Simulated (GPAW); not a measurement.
Write an ASE script for GPAW 26.7.0 that does the following.

```yaml
Task: equation of state
Functional: LDA
Potentials_or_basis: the program's PAW data sets (release 1.2.1) made for this functional
Cutoff: 800 eV
Basis: pw
k_mesh: 6 × 6 × 3
Occupations: fermi-dirac, width 0.05 eV
Spin: no spin polarisation
Maxiter: 150
Eos_scales: "[0.94, 0.96, 0.98, 1.0, 1.02, 1.04, 1.06]"
```

Ta4O:

```xyz
5
Lattice="3.2575 0.0000 0.0000 0.0000 3.2575 0.0000 0.0000 0.0000 7.4093" Properties=species:S:1:pos:R:3 pbc="T T T"
Ta    0.0000    0.0000    0.0000
Ta    1.6287    1.6287    1.6067
Ta    1.6287    1.6287    5.8027
Ta    0.0000    0.0000    3.7047
O     1.6287    1.6287    3.7047
```

The cell comes from a database or a generator and needn't be the stable form of this composition.

These files were run (other wordings do the same):

run.py

```python
from ase import Atoms
from ase.eos import EquationOfState
from ase.io import Trajectory
from ase.units import GPa
from gpaw import GPAW, PW

atoms = Atoms(['Ta', 'Ta', 'Ta', 'Ta', 'O'],
              cell=[[3.257497, 0.0, 0.0],
                    [0.0, 3.257497, 0.0],
                    [0.0, 0.0, 7.409341]],
              scaled_positions=[[0.0, 0.0, 0.0],
                                [0.5, 0.5, 0.216842],
                                [0.5, 0.5, 0.783158],
                                [0.0, 0.0, 0.5],
                                [0.5, 0.5, 0.5]],
              pbc=True)

traj = Trajectory('eos.traj', 'w')
volumes, energies = [], []
for x in [0.94, 0.96, 0.98, 1.0, 1.02, 1.04, 1.06]:
    a = atoms.copy()
    a.set_cell(atoms.cell * x**(1 / 3), scale_atoms=True)
    calc = GPAW(mode=PW(800),
                xc='LDA',
                kpts={'size': (6, 6, 3), 'gamma': True},
                occupations={'name': 'fermi-dirac', 'width': 0.05},
                nbands=52,
                convergence={'density': 1e-05, 'energy': 1e-05},
                maxiter=150,
                txt=f'eos-{x:.2f}.txt')
    a.calc = calc
    energies.append(a.get_potential_energy(force_consistent=True))
    volumes.append(a.get_volume())
    p = -a.get_stress()[:3].mean() / GPa
    calc.write(f'eos-{x:.2f}.gpw')
    traj.write(a)
    print(f'{x:.2f} {volumes[-1]:10.4f} A^3 {energies[-1]:14.6f} eV {p:9.3f} GPa', flush=True)

v0, e0, B = EquationOfState(volumes, energies, eos='birchmurnaghan').fit()
print(f'V0 = {v0:.4f} A^3, E0 = {e0:.6f} eV, B0 = {B / GPa:.2f} GPa')
```

Potentials or basis: the program's PAW data sets (release 1.2.1) made for this functional, pw.

Command:

```sh
$ OMP_NUM_THREADS=1 python run.py
```

Results of the run:

```yaml
Equilibrium_volume: "14.77 Å³/atom (rough: see the caveat)"
Bulk_modulus_at_fixed_shape_and_positions: 248 GPa (rough)
```

Caveat: the minimum lies outside the volumes run; the cell was scaled at fixed shape and fractional positions, which overstates the stiffness of a crystal with free parameters, most of all of layers and chains.

Wall time 9.2 min on 1 thread of Arm Neoverse V2 (shared host), peak memory 0.54 GiB.
